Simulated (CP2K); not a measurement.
Crystal: NiMoIrPdW.

```xyz
5
Lattice="4.1170 0.0000 0.0000 -2.0585 3.5655 0.0000 0.0000 0.0000 5.4458" Properties=species:S:1:pos:R:3 pbc="T T T"
Ni    0.0000    0.0000    5.2157
Mo    2.0585    1.1885    5.2367
Pd    2.0585    1.1885    2.5211
Ir    0.0000    2.3770    3.9521
W     0.0000    2.3770    1.2875
```

The cell was built by a generator and needn't be a form met in nature.

Base run:

- Program: CP2K 2026.2
- Functional: PBEsol
- Potentials or basis: GTH_POTENTIALS Ni GTH-PBE-q18, Pd GTH-PBE-q18, Ir GTH-PBE-q17, W GTH-PBE-q14; POTENTIAL_UZH Mo GTH-PBE-q14; TZVP-MOLOPT-SR-GTH, TZVP-MOLOPT-PBE-GTH basis
- Density cutoff: 13606 eV
- k mesh: 8 × 8 × 5
- Occupations: fermi-dirac, width 0.05 eV
- Spin: collinear spin, ferromagnetic start
- Starting moments: [1.0, 1.0, 0.0, 0.6, 0.0] μB

Its results: pressure -7.3 GPa; largest force 0.072 eV/Å.

Q: The run is repeated on the same cell with these changes: functional from PBEsol to RPBE. What comes out?

A: Pressure 3.7 GPa; largest force 0.092 eV/Å.

RPBE binds less tightly than PBEsol, so the same cell stands under more pressure.

Caveats: the potentials were made for another functional, which shifts forces and pressure; the basis of atomic orbitals isn't converged, which shifts pressures, moduli and gaps; the total moment is fixed, so each spin has its own Fermi level.
